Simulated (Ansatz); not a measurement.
# SiHF₃ (singlet): geometry optimisation

Aim: relax a generated start of SiHF₃ (singlet) and see which bonds hold.

Program: Ansatz 0.2.0, Gaussian basis. Level of theory: RKS PBE0/def2-TZVP. These are calculated values, not measurements.

### Step 1. Starting geometry

5 atoms, charge 0, spin multiplicity 1.

Atoms are counted from 1 here; the program's logs count them from 0.

Bond lengths: Si1–F2 1.580 Å, Si1–F3 1.580 Å, Si1–F4 1.580 Å, Si1–H5 1.428 Å. Angles: F2–Si1–F3 105.4°, F2–Si1–F4 105.4°, F2–Si1–H5 113.3°, F3–Si1–F4 105.4°, F3–Si1–H5 113.3°, F4–Si1–H5 113.3°.

The start was built by rule and, where that kept it together, relaxed with GFN2-xTB. Sticks and bond lists go by distance. 

### Step 2. The run

Input file in.yaml:

```yaml
crystal:
  periodic: [false, false, false]
  atoms:
    - {symbol: Si, position_ang: [0.229700, -0.229628, -0.227908]}
    - {symbol: F, position_ang: [1.051340, 0.725582, 0.725121]}
    - {symbol: F, position_ang: [-0.725967, -1.051570, 0.724401]}
    - {symbol: F, position_ang: [-0.720982, 0.721473, -1.056998]}
    - {symbol: H, position_ang: [1.056312, -1.055979, -1.048070]}
basis:
  gaussian: {orbitals: def2-TZVP}
hamiltonian: {xc: pbe0}
relax: {f_tol: 0.004, max_steps: 80}
```

On the command line:

```sh
$ ansatz run in.yaml --threads 1 --pin off --events-out ev --progress --plain --max-ram 2176MiB
```

Before running it: what results should come out? Wanted: energy gained; shift from the start; total energy; dipole moment.

The runs gave:

| quantity | value |
| --- | --- |
| steps | 5 |
| energy gained | 0.053 eV |
| shift from the start (rms) | 0.032 Å |
| total energy | -16042.9326 eV |
| dipole moment | 1.32 D |

**Reading.** The bonds of the start are those of the end. Si1–H5 went from 1.428 to 1.461 Å. No vibrations were run, so this is a stationary point, not a proven minimum, and this spin need not be the ground state's.
